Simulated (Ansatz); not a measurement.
# FGaH2OS: a ladder of functionals and wavefunction methods

How much do the methods differ for FGaH2OS? The plan is to run it at one geometry with functionals of several rungs and with coupled cluster, and see how far each lands from CCSD(T) at the basis-set limit for the atomisation energy.

Program: Ansatz 0.2.0, Gaussian basis. Level of theory: functionals in def2-TZVPP, the program's frozen cores in correlated methods. These are calculated values, not measurements.

The runs, in order: PBE-D4, r2SCAN-D4, PBE0-D4, B3LYP-D4, ωB97X-V, ωB97M-V, B2PLYP; CCSD(T)/def2-TZVPP; CCSD(T)/def2-QZVPP; extrapolation to the limit.

## Step 1: The geometry

All runs share one geometry, relaxed beforehand with PBE0-D4 in a triple-zeta def2 set.

SMILES `[OH][Ga]([F])[SH]`, 6 atoms, charge 0, spin multiplicity 1.

Atoms are counted from 1 here; the program's logs count them from 0.

Bond lengths: O1–Ga2 1.770 Å, O1–H5 0.961 Å, Ga2–F3 1.750 Å, Ga2–S4 2.169 Å, S4–H6 1.345 Å. Angles: Ga2–O1–H5 112.9°, O1–Ga2–F3 116.9°, O1–Ga2–S4 123.5°, F3–Ga2–S4 119.6°, Ga2–S4–H6 91.7°.

## Step 2: PBE-D4 (GGA)

in.yaml reads:

```yaml
crystal:
  periodic: [false, false, false]
  atoms:
    - {symbol: O, position_ang: [-0.243875, -0.068810, 1.479786]}
    - {symbol: Ga, position_ang: [0.293842, -0.271778, -0.194765]}
    - {symbol: F, position_ang: [1.502339, -1.501198, -0.494632]}
    - {symbol: S, position_ang: [-0.464481, 0.910534, -1.847106]}
    - {symbol: H, position_ang: [0.191657, -0.671934, 2.087960]}
    - {symbol: H, position_ang: [-1.279482, 1.603185, -1.031243]}
basis:
  gaussian: {orbitals: def2-TZVPP}
hamiltonian: {xc: pbe, dispersion: d4}
output: {forces: true, orbitals: {seedname: orbitals}}
```

Run with:

```
$ ansatz run in.yaml --threads 2 --pin off --events-out ev --progress --plain --max-ram 32768MiB --backend cpu
```

Further steps of the session: r2SCAN-D4 (meta-GGA); PBE0-D4 (hybrid); B3LYP-D4 (hybrid); ωB97X-V (range-separated); ωB97M-V (range-separated); B2PLYP (double hybrid); CCSD(T) in def2-TZVPP; CCSD(T) in def2-QZVPP.

Q: Predict the results of all the runs planned. Wanted: atomisation energy, CCSD(T)/CBS; farthest; mean size of error, hybrid; mean size of error, range-separated; gap, smallest and largest; T1 diagnostic; triples share of the correlation energy.

The runs gave:

| quantity | value |
| --- | --- |
| atomisation energy, CCSD(T)/CBS | 20.627 eV |
| functionals within 0.206 eV (1.0 %) | PBE-D4, r2SCAN-D4, ωB97X-V |
| farthest | B3LYP-D4 (-0.570 eV) |
| mean size of error, hybrid | 0.529 eV |
| mean size of error, range-separated | 0.148 eV |
| gap, smallest and largest | 4.78 eV (PBE-D4), 11.46 eV (ωB97X-V) |
| T1 diagnostic | 0.0139 |
| triples share of the correlation energy | 3.7 % |

PBE-D4 is off by +0.153 eV. Double hybrids carry the basis error of their MP2 part in triple zeta, and no dispersion term here, so their miss is partly the set-up's. The reference freezes the cores and leaves out relativity and excitations past (T), and its outer-core shells are covered unevenly, so misses under about 0.206 eV can't be ranked. Hartree-Fock recovers 67 % of the binding; the rest is correlation. The gap grows from 4.8 to 11.5 eV across the functionals, mostly with the share of exact exchange. Correlated methods include outer-core shells of Ga, which these sets cover unevenly.
